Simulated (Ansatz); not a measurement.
**C2H7GaO: up Jacob's ladder to CCSD(T)**

The task here is to estimate one member of a computed series from the others.

Program: Ansatz 0.2.0, Gaussian basis. Level of theory: functionals in def2-TZVPP, the program's frozen cores in correlated methods. These are calculated values, not measurements.

Levels to be run: LDA (SPW92), PBE-D4, revPBE-D4, BLYP-D4, r2SCAN-D4, B97M-V, PBE0-D4, B3LYP-D4, r2SCANh-D4, r2SCAN0-D4, HSE06-D4, BHLYP-D4, CAM-B3LYP-D4, LC-ωPBE, ωB97X-V, ωB97M-V, B2PLYP, PBE-QIDH; CCSD(T)/def2-SVP; CCSD(T)/def2-TZVPP; MP2/def2-QZVPP; extrapolation to the limit; RPA on PBE.

## The relaxed structure

All runs share one geometry, relaxed beforehand with PBE0-D4 in a triple-zeta def2 set.

11 atoms, charge 0, spin multiplicity 1.

Atoms are counted from 1 here; the program's logs count them from 0.

Bond lengths: C1–O2 1.403 Å, C1–H5 1.091 Å, C1–H6 1.099 Å, C1–H7 1.099 Å, O2–C3 1.420 Å, C3–Ga4 1.992 Å, C3–H8 1.099 Å, C3–H9 1.099 Å, Ga4–H10 1.571 Å, Ga4–H11 1.571 Å. Angles: O2–C1–H5 107.8°, O2–C1–H6 111.1°, O2–C1–H7 111.1°, H5–C1–H6 109.1°, H5–C1–H7 109.1°, H6–C1–H7 108.5°, C1–O2–C3 113.1°, O2–C3–Ga4 99.8°, O2–C3–H8 110.7°, O2–C3–H9 110.7°, Ga4–C3–H8 113.9°, Ga4–C3–H9 113.9°, H8–C3–H9 107.8°, C3–Ga4–H10 119.6°, C3–Ga4–H11 119.9°, H10–Ga4–H11 120.3°.

The first run:

in.yaml

```yaml
crystal:
  periodic: [false, false, false]
  atoms:
    - {symbol: C, position_ang: [-0.666951, 1.688763, 0.083166]}
    - {symbol: O, position_ang: [-0.527248, 0.352366, -0.319307]}
    - {symbol: C, position_ang: [0.535869, -0.318939, 0.339630]}
    - {symbol: Ga, position_ang: [0.374743, -2.116579, -0.503706]}
    - {symbol: H, position_ang: [-1.500644, 2.119704, -0.473043]}
    - {symbol: H, position_ang: [-0.877425, 1.758270, 1.159133]}
    - {symbol: H, position_ang: [0.244261, 2.263741, -0.131011]}
    - {symbol: H, position_ang: [0.377944, -0.321626, 1.427316]}
    - {symbol: H, position_ang: [1.493802, 0.181972, 0.140759]}
    - {symbol: H, position_ang: [1.085911, -2.395671, -1.876503]}
    - {symbol: H, position_ang: [-0.540252, -3.212001, 0.153557]}
basis:
  gaussian: {orbitals: def2-TZVPP}
hamiltonian: {xc: lda}
output: {orbitals: {seedname: orbitals}}
```

Started as:

```
$ ansatz run in.yaml --threads 4 --pin off --events-out ev --progress --plain --max-ram 10444MiB
```

Among the steps run: LDA; PBE-D4 (GGA); revPBE-D4 (GGA); BLYP-D4 (GGA); r2SCAN-D4 (meta-GGA); B97M-V (meta-GGA); PBE0-D4 (hybrid); B3LYP-D4 (hybrid); r2SCANh-D4 (hybrid); r2SCAN0-D4 (hybrid); HSE06-D4 (hybrid); BHLYP-D4 (hybrid); CAM-B3LYP-D4 (range-separated); LC-ωPBE (range-separated); ωB97X-V (range-separated); ωB97M-V (range-separated); B2PLYP (double hybrid); PBE-QIDH (double hybrid).

One table of the session follows, with a row left open; its other results are not shown here.

```
  functional  HOMO (eV)  LUMO (eV)  gap (eV)
 LDA (SPW92)      -6.09      -2.58      3.51
      PBE-D4      -5.99      -2.29      3.69
   revPBE-D4      -5.94      -2.16      3.78
     BLYP-D4      -5.92      -2.25      3.67
   r2SCAN-D4      -6.30      -1.99      4.31
      B97M-V      -6.49      -2.26      4.24
     PBE0-D4          ?          ?         ?
    B3LYP-D4      -7.34      -1.74      5.60
  r2SCANh-D4      -6.89      -1.70      5.20
  r2SCAN0-D4      -7.79      -1.27      6.52
    HSE06-D4      -7.16      -1.81      5.35
    BHLYP-D4      -8.78      -0.68      8.10
CAM-B3LYP-D4      -8.99      -0.55      8.44
     LC-ωPBE     -10.31       0.70     11.01
     ωB97X-V      -9.98       0.51     10.50
     ωB97M-V      -9.85       0.26     10.11
```

Q: Estimate the row for PBE0-D4 from the others.

As computed: HOMO (eV): -7.56; LUMO (eV): -1.44; gap (eV): 6.12. In the column «HOMO (eV)» it lies between r2SCAN0-D4 (-7.79) and B3LYP-D4 (-7.34).
